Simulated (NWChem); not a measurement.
# the pair BH2Br···BOF: a chain of runs

Wanted: a single-point energy (singlet B2H2BrOF, MP2/6-31G*), then the energy (singlet BH2Br, MP2/6-31G*), then a single-point energy (singlet BOF, MP2/6-31G*), then a single-point energy (singlet BH2Br, MP2/6-31G*), then a single-point energy (singlet BOF, MP2/6-31G*) of B2BrFH2O and its partners. 

The calculation is run with NWChem 7.3.0.

**1. The structure to begin with**

The species is B2H2BrOF (7 atoms), meant as a singlet with charge 0. The two molecules were placed rigidly side by side, at 1 times their contact distance; the pair isn't optimised.

Bond lengths: B1–Br2 1.891 Å, O5–B6 1.206 Å, B6–F7 1.282 Å, B1–H3 1.188 Å, B1–H4 1.188 Å. Angles: O5–B6–F7 180.0°, Br2–B1–H3 117.8°, Br2–B1–H4 117.8°, H3–B1–H4 124.3°.

**2. A single-point energy at MP2/6-31G(d) (spherical functions) (run 1)**

File m1.nw:

```
echo
start m1
title "B2BrFH2O energy"
memory total 2200 mb
charge 0

geometry units angstrom noautosym nocenter noautoz
  B     -0.167780     0.040080    -0.091820
  Br     1.456220    -0.348320     0.795880
  H     -1.125080    -0.602220     0.196780
  H     -0.163380     0.910470    -0.900820
  O     -2.091590     0.018760    -2.969270
  B     -2.060520    -1.037090    -3.551050
  F     -2.027440    -2.159630    -4.169680
end

basis spherical bse
  * library 6-31G*
end

scf
  singlet
  rhf
  thresh 1e-08
  maxiter 80
  print low
end

mp2
  freeze core 13
  tight
end

task mp2 energy
```

Run with:

```console
$ nwchem m1.nw > m1.out
```

The log of the run:

```text
[...]
  functions       =    92
[...]
  wavefunction    = RHF
[...]
         Total SCF energy =  -2797.038408994572
      One-electron energy =  -4311.152227942654
      Two-electron energy =   1303.573812419554
 Nuclear repulsion energy =    210.540006528529
        Time for solution =     32.3s
[...]
          Total MP2 energy         -2797.784509614125
[...]
```

Wall time 40 s (1 thread of Intel Xeon Platinum 8259CL at 2.50GHz (Skylake/Cascade Lake), shared host); peak memory 0.27 GiB.

**3. BH2Br: a single-point energy at MP2/6-31G(d) (spherical functions) (run 2)**

File struct.nw:

```
start struct
title "BBrH2 mp2"
memory 2200 mb

geometry units bohr noautosym nocenter noautoz
  B   -0.31705825   0.07574022  -0.17351465
  Br   2.75185698  -0.65822940   1.50399523
  H   -2.12609307  -1.13803087   0.37186031
  H   -0.30874345   1.72053894  -1.70230309
end

basis "ao basis" spherical bse
  * library 6-31G*
end

scf
  thresh 1e-08
  maxiter 80
  print low
end

mp2
  freeze core 10
  tight
end

task mp2 energy
```

Run with:

```console
$ nwchem struct.nw > struct.out
```

The log of the run:

```text
[...]
  functions       =    50
[...]
  wavefunction    = RHF
[...]
         Total SCF energy =  -2597.964506600742
      One-electron energy =  -3750.381347483483
      Two-electron energy =   1084.827487402803
 Nuclear repulsion energy =     67.589353479938
        Time for solution =     12.5s
[...]
          Total MP2 energy         -2598.290069496039
[...]
```

Wall time 16 s (1 thread of Intel Xeon Platinum 8259CL at 2.50GHz (Skylake/Cascade Lake), shared host); peak memory 0.11 GiB.

**4. BOF: a single-point energy at MP2/6-31G(d) (spherical functions) (run 3)**

File bfo.nw:

```
start bfo
title "BFO mp2"
memory stack 880 mb heap 220 mb global 1100 mb

geometry units angstrom noautosym nocenter noautoz
  O    -2.091590    0.018760   -2.969270
  B    -2.060520   -1.037090   -3.551050
  F    -2.027440   -2.159630   -4.169680
end

basis "ao basis" spherical bse
  * library 6-31G*
end

scf
  thresh 1e-08
  maxiter 80
  print low
end

mp2
  freeze core 3
  tight
end

task mp2 energy
```

Run with:

```console
$ nwchem bfo.nw > bfo.out
```

The log of the run:

```text
[...]
  functions       =    42
[...]
  wavefunction    = RHF
[...]
         Total SCF energy =   -199.073469520179
      One-electron energy =   -377.602601939275
      Two-electron energy =    127.090371351359
 Nuclear repulsion energy =     51.438761067737
        Time for solution =      2.4s
[...]
          Total MP2 energy          -199.493165576019
[...]
```

Run time: 3.6 s. Hardware: 1 thread of Intel Xeon Platinum 8259CL at 2.50GHz (Skylake/Cascade Lake), shared host; peak memory 0.11 GiB.

**5. BH2Br among ghost functions: a single-point energy at MP2/6-31G(d) (spherical functions, with ghost functions) (run 4)**

File a.nw:

```
start a
title "BBrH2"
memory 2200 mb
charge 0

geometry units angstroms noautosym nocenter noautoz
  B       -0.167780       0.040080      -0.091820
  Br       1.456220      -0.348320       0.795880
  H       -1.125080      -0.602220       0.196780
  H       -0.163380       0.910470      -0.900820
  bqO     -2.091590     0.018760    -2.969270
  bqB     -2.060520    -1.037090    -3.551050
  bqF     -2.027440    -2.159630    -4.169680
end

basis "ao basis" spherical bse
  B library 6-31G*
  Br library 6-31G*
  H library 6-31G*
  bqO library O 6-31G*
  bqB library B 6-31G*
  bqF library F 6-31G*
end

scf
  thresh 1e-08
  maxiter 80
  print low
end

mp2
  freeze core 10
  tight
end

task mp2 energy
```

Run with:

```console
$ nwchem a.nw > a.out
```

The log of the run:

```text
[...]
  functions       =    92
[...]
  wavefunction    = RHF
[...]
         Total SCF energy =  -2597.964562824253
      One-electron energy =  -3750.377432381422
      Two-electron energy =   1084.823511186141
 Nuclear repulsion energy =     67.589358371028
        Time for solution =     23.6s
[...]
          Total MP2 energy         -2598.290218453089
[...]
```

It took 30 s on 1 thread of Intel Xeon Platinum 8259CL at 2.50GHz (Skylake/Cascade Lake), shared host; peak memory 0.22 GiB.

**6. BOF among ghost functions: the energy at MP2/6-31G(d) (spherical functions, with ghost functions) (run 5)**

File bfo.nw:

```
echo
START bfo
memory stack 880 mb heap 220 mb global 1100 mb

GEOMETRY units bohr noautosym nocenter noautoz
  O   -3.95253227   0.03545126  -5.61110709
  B   -3.89381847  -1.95981607  -6.71051195
  F   -3.83130633  -4.08110923  -7.87955323
  bqB     -0.317058     0.075740    -0.173515
  bqBr     2.751857    -0.658229     1.503995
  bqH     -2.126093    -1.138031     0.371860
  bqH     -0.308743     1.720539    -1.702303
END

BASIS "ao basis" spherical bse
  O library 6-31G*
  B library 6-31G*
  F library 6-31G*
  bqB library B 6-31G*
  bqBr library Br 6-31G*
  bqH library H 6-31G*
END

SCF
  nopen 0
  rhf
  thresh 1e-08
  maxiter 80
  noprint "final vectors analysis"
END

MP2
  freeze core 3
  tight
END

TASK mp2 energy
```

Run with:

```console
$ nwchem bfo.nw > bfo.out
```

The log of the run:

```text
[...]
  functions       =    92
[...]
  wavefunction    = RHF
[...]
         Total SCF energy =   -199.074315838739
      One-electron energy =   -377.579377105457
      Two-electron energy =    127.066303894050
 Nuclear repulsion energy =     51.438757372669
        Time for solution =     23.6s
[...]
          Total MP2 energy          -199.494318321487
[...]
```

Wall time 30 s (1 thread of Intel Xeon Platinum 8259CL at 2.50GHz (Skylake/Cascade Lake), shared host); peak memory 0.2 GiB.

**7. Summary of results**

| quantity | value |
| --- | --- |
| run 1, MP2/6-31G*: total energy | -2797.78451 Eh |
| run 1, MP2/6-31G*: correlation energy (13 core orbitals frozen) | -746.1 mEh |
| BH2Br: total energy | -2598.29007 Eh |
| BH2Br: correlation energy (10 core orbitals frozen) | -325.6 mEh |
| BOF: total energy | -199.49317 Eh |
| BOF: correlation energy (3 core orbitals frozen) | -419.7 mEh |
| BH2Br among ghost functions: total energy | -2598.29022 Eh |
| BH2Br among ghost functions: correlation energy (10 core orbitals frozen) | -325.7 mEh |
| BOF among ghost functions: total energy | -199.49432 Eh |
| BOF among ghost functions: correlation energy (3 core orbitals frozen) | -420.0 mEh |
| interaction energy of the rigid parts BH2Br and BOF (parts in their own basis; closest atoms 2.97 Å apart) | -0.035 eV |
| interaction energy of the rigid parts BH2Br and BOF (parts in the whole basis, counterpoise; closest atoms 2.97 Å apart) | 0.001 eV |

The interaction energy of the rigid parts BH2Br and BOF (parts in their own basis; closest atoms 2.97 Å apart) is −0.03 eV (−0.8 kcal/mol). Without counterpoise this holds the superposition error of the basis. The interaction energy of the rigid parts BH2Br and BOF (parts in the whole basis, counterpoise; closest atoms 2.97 Å apart) is 0.00 eV (0.0 kcal/mol). The basis-set superposition error is 3.4 kJ/mol. It is larger than the uncorrected attraction, which is thus an artefact of the basis.
